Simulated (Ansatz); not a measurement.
This script drives Ansatz 0.2.0, Python API.

Script `ch5clge_md.py`:
```python
'''Molecular dynamics of one CH5ClGe molecule.'''

import logging
import sys

import ansatz as az
import numpy as np

logging.basicConfig(stream=sys.stdout, format='[%(levelname)s] %(message)s')
logger = logging.getLogger('calc')
logger.setLevel(logging.INFO)


def main() -> None:
    ch5clge = (
        az.Crystal.molecule()
        .atom('Cl', (-2.1625, 0.2971, -0.3186))
        .atom('C', (-0.4935, 0.4247, -0.768))
        .atom('Ge', (0.5438, -0.3848, 0.6265))
        .atom('H', (-0.2478, -0.1059, -1.7228))
        .atom('H', (-0.1893, 1.4818, -0.9074))
        .atom('H', (0.341, 0.3906, 1.9686))
        .atom('H', (0.1854, -1.8669, 0.8146))
        .atom('H', (2.1151, -0.2937, 0.2513))
    )

    calculation = ch5clge.calculation()
    calculation = calculation.basis(gaussian='def2-SVP').functional('pbe0', dispersion='d4')
    calculation = calculation.md('nve', timestep=0.5, steps=30, temperature=500, initial_velocities='maxwell_boltzmann', seed=26)
    frames = []
    calculation.session().plan().execute(on_event=lambda e: frames.append(e['data']) if e['event'] == 'md_step' else None)
    logger.info('t (fs)   E_pot (eV)      E_kin (eV)   T (K)   d(0-1) (A)')
    for f in frames[::3]:
        xyz = np.array(f['positions_ang'])
        logger.info(f'{f["time_fs"]:6.2f} {f["lagrangian_ev"]:14.5f} {f["e_kin_ev"]:10.5f} {f["temperature_k"]:8.1f} {np.linalg.norm(xyz[0] - xyz[1]):9.4f}')
    kept = np.array([f['conserved_ev'] for f in frames])
    logger.info(f'conserved energy moves by at most {1000 * np.ptp(kept):.3f} meV')
    symbols = [site.symbol for site in ch5clge.cartesian_sites]
    with open('last_frame.xyz', 'w') as handle:
        handle.write(f'{len(symbols)}\nt = {frames[-1]["time_fs"]} fs\n')
        handle.writelines('{:2s} {:10.5f} {:10.5f} {:10.5f}\n'.format(s, *xyz) for s, xyz in zip(symbols, frames[-1]['positions_ang']))


if __name__ == '__main__':
    main()
```

It is started by `python ch5clge_md.py`. How long does it take on 1 thread of AMD EPYC 9R45 96-Core Processor (Zen 5), with other jobs on the host, and how much memory does it need?

It took about 45 s, with a peak of 0.27 GiB, for 1 run of the engine.

Running `python ch5clge_md.py` prints:
```text
[INFO] t (fs)   E_pot (eV)      E_kin (eV)   T (K)   d(0-1) (A)
[INFO]   0.00   -70134.61395    0.38778    500.0    1.7331
[INFO]   1.50   -70134.49587    0.27192    350.6    1.7263
[INFO]   3.00   -70134.39405    0.17180    221.5    1.7232
[INFO]   4.50   -70134.50357    0.27906    359.8    1.7237
[INFO]   6.00   -70134.56079    0.33422    430.9    1.7280
[INFO]   7.50   -70134.36269    0.13985    180.3    1.7352
[INFO]   9.00   -70134.35442    0.13175    169.9    1.7433
[INFO]  10.50   -70134.54593    0.31913    411.5    1.7516
[INFO]  12.00   -70134.46222    0.23771    306.5    1.7608
[INFO]  13.50   -70134.32745    0.10540    135.9    1.7707
[INFO]  15.00   -70134.42911    0.20522    264.6    1.7806
[INFO] conserved energy moves by at most 5.582 meV
```

It writes `last_frame.xyz`:
```text
8
t = 15.0 fs
Cl   -2.14760    0.28408   -0.30537
C    -0.44630    0.43503   -0.80857
Ge    0.53374   -0.38561    0.62855
H    -0.38362    0.06752   -1.81148
H    -0.18992    1.59548   -0.79881
H     0.25747    0.48279    1.89353
H     0.12282   -1.82749    0.94518
H     2.03631   -0.31945    0.04643
```

Notes:
- Total energies depend on the basis set; only differences at equal settings carry meaning.
- The trajectory is only some femtoseconds long, so its temperature is not equilibrated; where the script doesn't relax first, it starts from a rough generated geometry.
- The temperature counts the internal degrees of freedom alone.

(Lines on the test bed's own set-up are left out of the output.)
